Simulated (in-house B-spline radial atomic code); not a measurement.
# Cu³⁺: density, ELF and screening along the radius

How do the shells of Cu³⁺ show in real space, and how much do the settings move them?

Program: in-house B-spline radial atomic code version 1. Level of theory: several methods, spin-polarised, as named in each step; spherical all-electron atom at the radial basis limit. These are calculated values, not measurements, unless marked.

### 1 Starting point

```
element       : copper (Z = 29)
charge        : +3
electrons     : 26
configuration : [Ar] 3d8
nucleus       : point (non-relativistic runs) or finite (X2C runs)
```

Outer shells as boxes (Hund's rule):

[Ar] 3d8
```
[Ar] core
3d [↑↓][↑↓][↑↓][↑ ][↑ ]
```

Where spins are not typed, each open shell is filled with up spins first.

### 2 LDA (VWN5), non-rel.

The run's settings:

```ini
Z = 29
electrons = 26.0
configuration = [Ar] 3d8
hamiltonian = nr
method = lda,vwn
spin_polarised = True
```

Run with:

```bash
> python run_scf.py task.json out
```

task.json lists these runs, among others, and the program works through them in turn.

From the run's result record (rounded, not every field):

```text
{
  "status": "converged",
  "scf [iteration, energy, orbital gradient]": [
    [1, -1621.21996366, 0.563],
    [2, -1624.16023941, 0.796],
    [3, -1635.01140466, 0.0941],
    [4, -1635.25098947, 0.0318],
    [5, -1635.26345783, 0.012],
    [6, -1635.26499199, 0.00671],
    [7, -1635.26620531, 0.000428],
    [8, -1635.26620836, 2.59e-05],
    [9, -1635.26620838, 2.87e-07]
  ],
  "energy [hartree]": {"total": -1635.26620838, "kinetic": 1633.55821675, "nuclear": -3873.54385645, "coulomb": 667.755281409, "xc": -63.0358500867},
  "orbitals [hartree, bohr; first row names the columns]": [
    ["name", "occ", "eps", "<r>", "<r^2>", "<1/r>", "r_max", "density_at_nucleus", "spin_orbit_zeta"],
    ["1s up", 1.0, -322.50809, 0.052984, 0.0037618, 28.466, 0.034939, 7479.1, "-"],
    ["1s down", 1.0, -322.50741, 0.052984, 0.0037617, 28.467, 0.034939, 7479.2, "-"],
    ["2s up", 1.0, -39.909352, 0.23922, 0.067446, 6.1779, 0.20018, 699.9, "-"],
    ["2s down", 1.0, -39.857744, 0.23906, 0.067353, 6.1825, 0.20011, 700.97, "-"],
    ["2p up", 3.0, -35.240363, 0.20812, 0.053079, 6.1483, 0.15957, "-", 0.4836],
    ["2p down", 3.0, -35.20125, 0.20794, 0.052983, 6.1524, 0.15949, "-", 0.48434],
    ["3s up", 1.0, -5.7901473, 0.71586, 0.59128, 1.979, 0.62037, 104.66, "-"],
    ["3s down", 1.0, -5.7025881, 0.71748, 0.59417, 1.9736, 0.62093, 104.01, "-"],
    ["3p up", 3.0, -4.3308535, 0.74023, 0.64511, 1.8589, 0.61951, "-", 0.062897],
    ["3p down", 3.0, -4.2449484, 0.74284, 0.65009, 1.8521, 0.62035, "-", 0.062362],
    ["3d up", 5.0, -1.8588314, 0.84654, 0.90979, 1.5422, 0.5819, "-", 0.0048145],
    ["3d down", 3.0, -1.7772752, 0.85946, 0.94187, 1.5262, 0.58507, "-", 0.0047172]
  ],
  "sum_r [bohr^k]": {"-1": 133.5705, "1": 14.52605, "2": 12.90611},
  "density_at_nucleus [bohr^-3]": 16567.82,
  "spin_density_at_nucleus [bohr^-3]": -0.46526,
  "mass_velocity [hartree]": -53.94349,
  "darwin [hartree]": 40.18962,
  "radius_at_0.001 [bohr]": 2.633,
  "radius_enclosing_fraction [bohr]": {"0.5": 0.493, "0.9": 1.121, "0.99": 1.895},
  "slater [hartree]": {
    "F0(3p up,3p up)": 1.221,
    "F2(3p up,3p up)": 0.60989,
    "F0(3p up,3p down)": 1.2189,
    "F2(3p up,3p down)": 0.60874,
    "F0(3p up,3d up)": 1.149,
    "F2(3p up,3d up)": 0.54408,
    "G1(3p up,3d up)": 0.66998,
    "G3(3p up,3d up)": 0.40803,
    "F0(3p up,3d down)": 1.1408,
    "F2(3p up,3d down)": 0.53877,
    "F0(3p down,3p down)": 1.2169,
    "F2(3p down,3p down)": 0.6076,
    "F0(3p down,3d up)": 1.1472,
    "F2(3p down,3d up)": 0.54322,
    "F0(3p down,3d down)": 1.139,
    "F2(3p down,3d down)": 0.53794,
    "G1(3p down,3d down)": 0.66324,
    "G3(3p down,3d down)": 0.40315,
    "F0(3d up,3d up)": 1.0921,
    "F2(3d up,3d up)": 0.50772,
    "F4(3d up,3d up)": 0.31628,
    "F0(3d up,3d down)": 1.0846,
    "F2(3d up,3d down)": 0.50313,
    "F4(3d up,3d down)": 0.31321,
    "F0(3d down,3d down)": 1.0772,
    "F2(3d down,3d down)": 0.49867,
    "F4(3d down,3d down)": 0.31023
  }
}
```

Run time: 0.31 s. Hardware: 1 thread, shared host.

radius_at_0.001 is where the density falls to 0.001 electrons per bohr³.

Fields along the radius, from the same record (one point in 2):

```
r (bohr)  4πr²n (1/bohr)       ELF  screened charge r·V (e)  reduced gradient s  4πr²(n↑−n↓)
 0.00586           5.091    0.9996                    28.22              0.4110   -0.0001426
 0.00837           8.982    0.9993                    27.90              0.4307   -0.0002511
  0.0120           14.97    0.9988                    27.44              0.4605   -0.0004171
  0.0171           22.68    0.9974                    26.82              0.5046   -0.0006280
  0.0244           30.48    0.9918                    26.00              0.5712   -0.0008354
  0.0349           34.83    0.9605                    24.93              0.6668   -0.0009116
  0.0498           32.93    0.7614                    23.60              0.7617   -0.0004420
  0.0711           28.34    0.3431                    21.94              0.6755     0.003139
   0.102           30.44    0.3671                    19.85              0.3477      0.02477
   0.145           38.61    0.7198                    17.43              0.3291       0.1189
   0.207           36.56    0.7919                    14.76              0.5437       0.4254
   0.296           22.23    0.3572                    12.04              0.7159        1.107
   0.423           18.35    0.3008                    9.199              0.2639        2.002
   0.604           22.23    0.7373                    6.391              0.3253        2.366
   0.863           15.48    0.7368                    4.324              0.6294        1.746
    1.23           5.633    0.4186                    3.349               1.119       0.7996
    1.76           1.145   0.08104                    3.055               2.151       0.2019
    2.52          0.1218  0.006359                    3.004               5.276      0.02108
```

### 3 PBE, non-rel.

The run's settings:

```ini
Z = 29
electrons = 26.0
configuration = [Ar] 3d8
hamiltonian = nr
method = pbe,pbe
spin_polarised = True
```

Result record:

```text
{
  "status": "converged",
  "iterations": 10,
  "energy [hartree]": {"total": -1637.80881261, "kinetic": 1636.69840059, "nuclear": -3876.91841532, "coulomb": 668.039275343, "xc": -65.6280732223},
  "orbitals [hartree, bohr; first row names the columns]": [
    ["name", "occ", "eps", "<r>"],
    ["1s up", 1.0, -323.143, 0.052906],
    ["1s down", 1.0, -323.14308, 0.052905],
    ["2s up", 1.0, -39.978165, 0.23875],
    ["2s down", 1.0, -39.92929, 0.23857],
    ["2p up", 3.0, -35.256454, 0.20791],
    ["2p down", 3.0, -35.220444, 0.20772],
    ["3s up", 1.0, -5.810095, 0.7144],
    ["3s down", 1.0, -5.7196588, 0.71592],
    ["3p up", 3.0, -4.3345666, 0.73942],
    ["3p down", 3.0, -4.2452923, 0.74192],
    ["3d up", 5.0, -1.8478753, 0.84695],
    ["3d down", 3.0, -1.7624713, 0.86024]
  ],
  "sum_r [bohr^k]": {"-1": 133.6868, "1": 14.51983, "2": 12.89802}
}
```

Run time: 0.11 s. Hardware: 1 thread, shared host.

Fields along the radius, from the same record (one point in 4):

```
r (bohr)  4πr²n (1/bohr)      ELF  screened charge r·V (e)  reduced gradient s  4πr²(n↑−n↓)
 0.00586           5.111   0.9996                    28.22              0.4109   -0.0001537
  0.0120           15.02   0.9988                    27.44              0.4606   -0.0004494
  0.0244           30.56   0.9918                    26.00              0.5716   -0.0009013
  0.0498           32.93   0.7608                    23.60              0.7630   -0.0005701
   0.102           30.44   0.3671                    19.85              0.3462      0.02393
   0.207           36.60   0.7928                    14.75              0.5449       0.4217
   0.423           18.29   0.2996                    9.198              0.2599        1.995
   0.864           15.48   0.7363                    4.314              0.6324        1.752
    1.76           1.135  0.07970                    3.056               2.148       0.1994
```

### 4 Hartree-Fock, non-rel.

The run's settings:

```ini
Z = 29
electrons = 26.0
configuration = [Ar] 3d8
hamiltonian = nr
method = hf
spin_polarised = True
```

Result record:

```text
{
  "status": "converged",
  "iterations": 11,
  "energy [hartree]": {"total": -1636.79135797, "kinetic": 1636.79135719, "nuclear": -3877.83532919, "coulomb": 668.150180091, "exact_exchange": -63.8975660685},
  "orbitals [hartree, bohr; first row names the columns]": [
    ["name", "occ", "eps", "<r>"],
    ["1s up", 1.0, -330.56061, 0.052882],
    ["1s down", 1.0, -330.56037, 0.052881],
    ["2s up", 1.0, -42.664528, 0.23774],
    ["2s down", 1.0, -42.574903, 0.23738],
    ["2p up", 3.0, -37.458461, 0.20778],
    ["2p down", 3.0, -37.372255, 0.2073],
    ["3s up", 1.0, -6.8569233, 0.71292],
    ["3s down", 1.0, -6.6396677, 0.7153],
    ["3p up", 3.0, -5.1681361, 0.73869],
    ["3p down", 3.0, -4.9048433, 0.7436],
    ["3d up", 5.0, -2.2964025, 0.83444],
    ["3d down", 3.0, -2.1628791, 0.85362]
  ],
  "sum_r [bohr^k]": {"-1": 133.7185, "1": 14.43421, "2": 12.62482}
}
```

Run time: 0.19 s. Hardware: 1 thread, shared host.

Fields along the radius, from the same record (one point in 4):

```
r (bohr)  4πr²n (1/bohr)      ELF  screened charge r·V (e)  reduced gradient s  4πr²(n↑−n↓)
 0.00585           5.094   0.9996                    28.22              0.4103   -0.0001879
  0.0119           14.86   0.9989                    27.45              0.4591   -0.0005436
  0.0243           30.50   0.9921                    26.01              0.5702    -0.001085
  0.0496           32.98   0.7663                    23.61              0.7638   -0.0007479
   0.101           30.20   0.3574                    19.91              0.3510      0.02203
   0.206           36.80   0.7977                    14.78              0.5420       0.4120
   0.421           18.13   0.2893                    9.221              0.2588        2.033
   0.858           15.91   0.7410                    4.304              0.6218        1.825
    1.75           1.093  0.07635                    3.048               2.266       0.1691
```

### 5 SCAN, non-rel.

The run's settings:

```ini
Z = 29
electrons = 26.0
configuration = [Ar] 3d8
hamiltonian = nr
method = scan,scan
spin_polarised = True
```

Result record:

```text
{
  "status": "converged",
  "iterations": 9,
  "energy [hartree]": {"total": -1638.18808477, "kinetic": 1637.09354097, "nuclear": -3877.73406327, "coulomb": 668.503922149, "xc": -66.0514846198},
  "orbitals [hartree, bohr; first row names the columns]": [
    ["name", "occ", "eps", "<r>"],
    ["1s up", 1.0, -324.14564, 0.052919],
    ["1s down", 1.0, -324.14536, 0.052918],
    ["2s up", 1.0, -40.391906, 0.2384],
    ["2s down", 1.0, -40.323176, 0.23813],
    ["2p up", 3.0, -35.547296, 0.2079],
    ["2p down", 3.0, -35.49716, 0.20762],
    ["3s up", 1.0, -5.9788724, 0.71312],
    ["3s down", 1.0, -5.8622392, 0.71529],
    ["3p up", 3.0, -4.441641, 0.73845],
    ["3p down", 3.0, -4.3247708, 0.74199],
    ["3d up", 5.0, -1.8674802, 0.84195],
    ["3d down", 3.0, -1.7533148, 0.85986]
  ],
  "sum_r [bohr^k]": {"-1": 133.715, "1": 14.48794, "2": 12.80311}
}
```

Wall time 0.17 s (1 thread, shared host).

Meta-GGA runs start from a PBE run whose iterations are not counted.

Fields along the radius, from the same record (one point in 4):

```
r (bohr)  4πr²n (1/bohr)      ELF  screened charge r·V (e)  reduced gradient s  4πr²(n↑−n↓)
 0.00586           5.109   0.9996                    28.22              0.4106   -0.0001627
  0.0120           15.02   0.9988                    27.44              0.4602   -0.0004752
  0.0244           30.57   0.9918                    26.00              0.5713   -0.0009455
  0.0498           32.94   0.7617                    23.60              0.7634   -0.0006421
   0.102           30.43   0.3661                    19.85              0.3465      0.02411
   0.207           36.63   0.7944                    14.75              0.5453       0.4262
   0.423           18.25   0.2981                    9.191              0.2582        2.034
   0.864           15.55   0.7373                    4.300              0.6328        1.766
    1.76           1.110  0.07682                    3.053               2.196       0.1837
```

### 6 BLYP, non-rel.

The run's settings:

```ini
Z = 29
electrons = 26.0
configuration = [Ar] 3d8
hamiltonian = nr
method = b88,lyp
spin_polarised = True
```

Result record:

```text
{
  "status": "converged",
  "iterations": 10,
  "energy [hartree]": {"total": -1638.15443263, "kinetic": 1637.10809039, "nuclear": -3877.24974256, "coulomb": 667.956112826, "xc": -65.9688932843},
  "orbitals [hartree, bohr; first row names the columns]": [
    ["name", "occ", "eps", "<r>"],
    ["1s up", 1.0, -323.23949, 0.052904],
    ["1s down", 1.0, -323.23945, 0.052903],
    ["2s up", 1.0, -39.986638, 0.23879],
    ["2s down", 1.0, -39.938099, 0.23862],
    ["2p up", 3.0, -35.273882, 0.20789],
    ["2p down", 3.0, -35.237846, 0.20771],
    ["3s up", 1.0, -5.8019847, 0.71441],
    ["3s down", 1.0, -5.7109359, 0.71606],
    ["3p up", 3.0, -4.3297913, 0.73934],
    ["3p down", 3.0, -4.2403377, 0.74202],
    ["3d up", 5.0, -1.8467726, 0.84837],
    ["3d down", 3.0, -1.7622702, 0.86242]
  ],
  "sum_r [bohr^k]": {"-1": 133.6983, "1": 14.53368, "2": 12.94349}
}
```

Run time: 0.1 s. Hardware: 1 thread, shared host.

Fields along the radius, from the same record (one point in 4):

```
r (bohr)  4πr²n (1/bohr)      ELF  screened charge r·V (e)  reduced gradient s  4πr²(n↑−n↓)
 0.00587           5.126   0.9996                    28.22              0.4111   -0.0001358
  0.0120           15.03   0.9988                    27.44              0.4606   -0.0003956
  0.0244           30.56   0.9918                    26.00              0.5716   -0.0007884
  0.0499           32.91   0.7583                    23.59              0.7630   -0.0003527
   0.102           30.46   0.3674                    19.85              0.3464      0.02484
   0.208           36.43   0.7907                    14.72              0.5486       0.4304
   0.424           18.34   0.3032                    9.181              0.2588        2.005
   0.866           15.37   0.7348                    4.312              0.6353        1.740
    1.77           1.115  0.07808                    3.056               2.154       0.1955
```

### 7 Results

| run | total energy (hartree) | highest level (eV) | radius holding 50 / 90 / 99 % (bohr) | radius at n = 0.001 (bohr) | ELF minima on the full grid (bohr) |
| --- | --- | --- | --- | --- | --- |
| LDA (VWN5), non-rel. | -1635.2662 | -48.362 | 0.493 / 1.12 / 1.90 | 2.63 | 0.085, 0.35 |
| PBE, non-rel. | -1637.8088 | -47.959 | 0.493 / 1.12 / 1.90 | 2.64 | 0.085, 0.35 |
| Hartree-Fock, non-rel. | -1636.7914 | -58.855 | 0.494 / 1.11 / 1.84 | 2.57 | 0.085, 0.35 |
| SCAN, non-rel. | -1638.1881 | -47.710 | 0.494 / 1.12 / 1.88 | 2.62 | 0.085, 0.35 |
| BLYP, non-rel. | -1638.1544 | -47.954 | 0.493 / 1.12 / 1.91 | 2.65 | 0.085, 0.35 |

What this shows: In the first run ELF has 2 minima on the grid, which mark the borders between shells. On the record's full grid the screened charge (r times the electrostatic potential) falls from 28.9 near the nucleus to 3.00 at 3.0 bohr; far out it tends to the net charge, 3. The radius that holds 99 % of the electrons runs from 1.84 bohr (Hartree-Fock, non-rel.) to 1.91 bohr (BLYP, non-rel.). The grid is coarse (about 19 % a step), so the places of minima are rough.

Members of this set that are not shown: 3 used exact exchange with fractional occupations of an open shell, which is unsound here.
